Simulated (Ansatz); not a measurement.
# C3H6SiTe: a ladder of functionals and wavefunction methods

The task here is to estimate one member of a computed series from the others.

Program: Ansatz 0.2.0, Gaussian basis. Level of theory: functionals in def2-TZVPP, the program's frozen cores in correlated methods. These are calculated values, not measurements.

The runs, in order: PBE-D4, r2SCAN-D4, PBE0-D4, B3LYP-D4, ωB97X-V, ωB97M-V, B2PLYP; CCSD(T)/def2-TZVPP; MP2/def2-QZVPP; extrapolation to the limit.

### The geometry

An earlier PBE0-D4 in a triple-zeta def2 set relaxation fixed the geometry. Te takes the def2 core potential; no spin-orbit term is included.

SMILES `CC1=C[Te][SiH2]1`, 11 atoms, charge 0, spin multiplicity 1.

Atoms are counted from 1 here; the program's logs count them from 0.

Bond lengths: C1–C2 1.490 Å, C1–H6 1.093 Å, C1–H7 1.094 Å, C1–H8 1.094 Å, C2–C3 1.339 Å, C2–Si5 1.864 Å, C3–Te4 2.132 Å, C3–H9 1.089 Å, Te4–Si5 2.507 Å, Si5–H10 1.487 Å, Si5–H11 1.487 Å. Angles: C2–C1–H6 111.4°, C2–C1–H7 111.2°, C2–C1–H8 111.1°, H6–C1–H7 108.1°, H6–C1–H8 108.1°, H7–C1–H8 106.8°, C1–C2–C3 125.9°, C1–C2–Si5 132.6°, C3–C2–Si5 101.4°, C2–C3–Te4 111.9°, C2–C3–H9 126.3°, Te4–C3–H9 121.8°, C3–Te4–Si5 64.7°, C2–Si5–Te4 82.0°, C2–Si5–H10 116.3°, C2–Si5–H11 116.2°, Te4–Si5–H10 115.8°, Te4–Si5–H11 115.8° and more.

The first run:

in.yaml reads:

```yaml
crystal:
  periodic: [false, false, false]
  atoms:
    - {symbol: C, position_ang: [-1.207640, -0.991280, 0.185112]}
    - {symbol: C, position_ang: [-0.120194, 0.027515, 0.157925]}
    - {symbol: C, position_ang: [0.035395, 1.034736, 1.026740]}
    - {symbol: Te, position_ang: [1.744797, 2.222543, 0.568045]}
    - {symbol: Si, position_ang: [1.329516, 0.296366, -0.981689]}
    - {symbol: H, position_ang: [-1.894882, -0.818263, 1.017560]}
    - {symbol: H, position_ang: [-1.787479, -0.975367, -0.742815]}
    - {symbol: H, position_ang: [-0.799548, -2.001651, 0.286377]}
    - {symbol: H, position_ang: [-0.606903, 1.258248, 1.876806]}
    - {symbol: H, position_ang: [2.369266, -0.766075, -0.986825]}
    - {symbol: H, position_ang: [1.003074, 0.656127, -2.386634]}
basis:
  gaussian: {orbitals: def2-TZVPP}
hamiltonian: {xc: pbe, dispersion: d4}
output: {forces: true, orbitals: {seedname: orbitals}}
```

Launch:

```bash
ansatz run in.yaml --threads 4 --pin off --events-out ev --progress --plain --max-ram 10444MiB
```

Steps of the session up to this table: PBE-D4 (GGA); r2SCAN-D4 (meta-GGA); PBE0-D4 (hybrid); B3LYP-D4 (hybrid); ωB97X-V (range-separated); ωB97M-V (range-separated); B2PLYP (double hybrid); CCSD(T) in def2-TZVPP; MP2 in def2-QZVPP.

One table of the session follows, with a row left open; its other results are not shown here.

| method | atomisation energy (kcal/mol) |
| --- | --- |
| PBE-D4 | 999.5 |
| r2SCAN-D4 | 979.1 |
| PBE0-D4 | 984.0 |
| B3LYP-D4 | 975.1 |
| ωB97X-V | ? |
| ωB97M-V | 975.2 |
| B2PLYP | 964.1 |
| HF/def2-TZVPP | 708.6 |
| MP2/def2-TZVPP | 967.3 |
| CCSD/def2-TZVPP | 933.3 |
| CCSD(T)/def2-TZVPP | 951.2 |
| MP2/CBS | 995.5 |
| CCSD(T)/CBS | 979.4 |

Estimate the missing values for ωB97X-V.

The run gave: atomisation energy (kcal/mol): 978.4. In the column «atomisation energy (kcal/mol)» it lies between ωB97M-V (975.2) and r2SCAN-D4 (979.1).

To keep in mind: Free atoms (3 C, 1 Te, 1 Si, 6 H) were run apart at each level; the atomisation energy is their sum less the molecule, without zero-point or spin-orbit terms.
